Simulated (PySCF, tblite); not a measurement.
**cyclooctane (C8H16): geometry, infrared bands, NMR shifts, electronic excitations and core binding energies**

What infrared bands, NMR shifts, electronic excitations and core binding energies should cyclooctane (C8H16) (`C1CCCCCCC1`) show?

Computed with tblite 0.8.0 and PySCF 2.14.0, with density-fitted response routines of our own, on a single molecule in the gas phase. Atoms count from 0, in the outputs and in this text.

### 1 Starting geometry

24 atoms, charge 0, multiplicity 1; geometry from: GFN2-xTB.

Bonds of the start (Å): C0–C1 1.53, C1–C2 1.53, C2–C3 1.53, C3–C4 1.53, C4–C5 1.53, C5–C6 1.53, C6–C7 1.53, C7–C0 1.53, C0–H8 1.09, C0–H9 1.09, C1–H10 1.09, C1–H11 1.09, C2–H12 1.09, C2–H13 1.09, C3–H14 1.09, C3–H15 1.09, C4–H16 1.09, C4–H17 1.09, C5–H18 1.09, C5–H19 1.09, C6–H20 1.09, C6–H21 1.09, C7–H22 1.09, C7–H23 1.09.

### 2 Vibrational analysis with GFN2-xTB

Job settings and geometry (Å):

```
{"job": {"kind": "ir", "xc": "GFN2-xTB", "basis": "xTB"}, "charge": 0, "multiplicity": 1}
C      1.293263    -0.999340     0.481060
C      0.455450    -1.756115    -0.547112
C     -0.868886    -1.110261    -0.968467
C     -1.698469    -0.522848     0.180774
C     -1.618341     1.000062     0.311556
C     -0.280692     1.591507     0.762651
C      0.854685     1.458891    -0.260696
C      1.864255     0.344358     0.033697
H      0.712787    -0.862220     1.392937
H      2.140446    -1.640389     0.743887
H      1.058062    -1.925972    -1.443056
H      0.232368    -2.737029    -0.117062
H     -1.454236    -1.887562    -1.467298
H     -0.688565    -0.336643    -1.713842
H     -1.415680    -0.991773     1.124184
H     -2.749942    -0.768717     0.010401
H     -2.377842     1.309868     1.035576
H     -1.889766     1.446307    -0.649140
H      0.018439     1.148903     1.713674
H     -0.455134     2.653877     0.951878
H      1.418515     2.395270    -0.288574
H      0.429615     1.327302    -1.254981
H      2.480195     0.191835    -0.856380
H      2.527738     0.690455     0.831888
```

**Question.** This job is followed by: PBE0-D3(BJ)/def2-SVP geometry optimisation, gas phase; GIAO PBE0/pcSseg-1 NMR shielding, non-relativistic, gas phase; TDDFT wB97X-D/def2-SVPD, vertical, gas phase, core orbitals frozen in the response; GIAO WP04/pcSseg-1 NMR shielding, non-relativistic, gas phase; delta-SCF UKS SCAN, pcX-2 on the ionised atom, pcseg-1 elsewhere, spin-free X2C. Predict these results of the whole session: strongest single infrared mode (GFN2-xTB); zero-point energy (GFN2-xTB); point group; rotational constants (main isotopes); 13C shifts against TMS (PBE0/pcSseg-1, means over atoms taken as alike); 1H shifts against TMS (PBE0/pcSseg-1, means over atoms taken as alike); lowest singlet (wB97X-D/def2-SVPD); brightest single state of those computed; lowest triplet; vertical ionisation energy (ΔSCF); C1s binding energies, SCAN/pcX-2; range of the shift of C0.

The runs gave:

```
                                                               quantity                        value
                              strongest single infrared mode (GFN2-xTB)        2973 cm⁻¹, 211 km/mol
                                           zero-point energy (GFN2-xTB)               141.8 kcal/mol
                                                            point group                           Cs
                                   rotational constants (main isotopes)         2.28, 2.16, 1.32 GHz
13C shifts against TMS (PBE0/pcSseg-1, means over atoms taken as alike)                     28.7 ppm
 1H shifts against TMS (PBE0/pcSseg-1, means over atoms taken as alike)                     1.42 ppm
                                     lowest singlet (wB97X-D/def2-SVPD)  8.40 eV (148 nm), f = 0.000
                               brightest single state of those computed  state 6, 8.94 eV, f = 0.035
                                                         lowest triplet                      8.25 eV
                                      vertical ionisation energy (ΔSCF)                     10.12 eV
                                       C1s binding energies, SCAN/pcX-2                 C0 290.15 eV
                                               range of the shift of C0             28.7 to 30.3 ppm
```

No mode is imaginary among the 66: a minimum at this level. GFN2-xTB is a fitted tight-binding method: band positions and strengths are rough. Its intensities can rank the bands wrongly. The optimisation took 3 steps and gained 0.059 eV; among the close pairs (by a distance rule), C0–H8 changed most, from 1.090 to 1.103 Å. At PBE0/pcSseg-1: The largest span, 18 ppm, is at C0, C1, C2, C3, C4 and 3 more, where the paramagnetic term is -90 ppm. The first singlet state (HOMO→LUMO 0.81) lies at 8.40 eV and is dark; of the 10 states computed, the strongest absorption comes from states 5 to 6 together at 8.94 eV. The lowest triplet lies 0.15 eV below the lowest singlet (triplets in Tamm-Dancoff, singlets in full TDDFT). ΔSCF puts the ionisation energy at 10.12 eV, 0.17 eV above −ε(HOMO). In ppm, C0 (with its like atoms) moves most: its shift spreads over 1.6 ppm, from 28.7 (PBE0/pcSseg-1) to 30.3 (WP04/pcSseg-1).
